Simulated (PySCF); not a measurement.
# The bond of CaAs, level by level

Aim: find the lowest electronic state of CaAs, scan its bond at several levels of theory, and get bond length, wavenumber and dissociation energy from each curve.

Method: Ca x2c-SVPall, As x2c-SVPall, spin-free X2C with a Gaussian nucleus; program: PySCF 2.14.0.

### Step 1. Input

Settings of the job:

```yaml
atoms: Ca, As
charge: 0
basis: Ca x2c-SVPall, As x2c-SVPall
Hamiltonian: spin-free X2C with a Gaussian nucleus
basis_functions: 56
electrons_treated: 53
masses_in_u: 39.9626, 74.9216
levels: PBE0, PBE, r²SCAN, M06-2X, M06, B97-3, HF, MP2, SCS-MP2, CCSD, CCSD(T)
grid: 80 radial by 434 angular points
occupations: held fixed by the projection of orbital angular momentum
dissociation_limit: Ca + As, each in its ground configuration
starting_distance_in_angstrom: 2.765
values_of_2S_to_try: 1, 3
```

Command:

```bash
$ OMP_NUM_THREADS=1 python dia.py task.json out
```

Further steps of the session: PBE0 along the bond; Excited determinants; PBE (GGA); r²SCAN (meta-GGA); M06-2X (hybrid meta-GGA); M06; B97-3; UHF; MP2 and coupled cluster.

What does the calculation give? Wanted: for each run, Re; ωe; De; μ.

As calculated:

Lowest PBE0 solution found, without spin–orbit coupling: ⁴Σ⁻ (quartet), unpaired electrons σ ↑, π ↑↑. State 2 has its PBE0 minimum 0.09 eV higher, as a spin-mixed determinant (⟨S²⟩ = 1.76), so this is no gap between pure states. State 3 has its PBE0 minimum 0.12 eV higher. State 4 has its PBE0 minimum 0.38 eV higher, as a spin-mixed determinant (⟨S²⟩ = 1.76), so this is no gap between pure states. The other levels ran on the lowest alone.

```
      level  Re (Å)  ωe (cm⁻¹)  De (eV)  μ (D)
        UHF   2.960      202.1    0.447  -4.61
    UHF-MP2   2.949      189.6    0.443    n/a
UHF-SCS-MP2   2.966      185.3    0.381    n/a
   UHF-CCSD   2.983      174.9    0.395    n/a
UHF-CCSD(T)   2.990      172.4    0.439    n/a
        PBE   2.862      208.2     1.27  -3.20
     r²SCAN   2.859      216.4     1.39  -3.99
       PBE0   2.866      211.2     1.15  -3.68
      B97-3   2.904      200.9     1.08  -3.42
        M06   2.897      194.8     0.96  -2.18
     M06-2X   2.894      211.2     1.08  -3.88
```

De is counted to Ca + As in their ground configurations. A positive dipole means Ca(−)As(+).

Bond lengths run from 2.859 Å (r²SCAN) to 2.990 Å (UHF-CCSD(T)). CCSD(T) can't serve as the judge here: for a weak bond in this basis it is far from its limit. Of the levels with a De here, UHF-SCS-MP2 gives the least (0.381 eV) and r²SCAN the most (1.39 eV).

Correlated steps freeze 14 core orbitals.
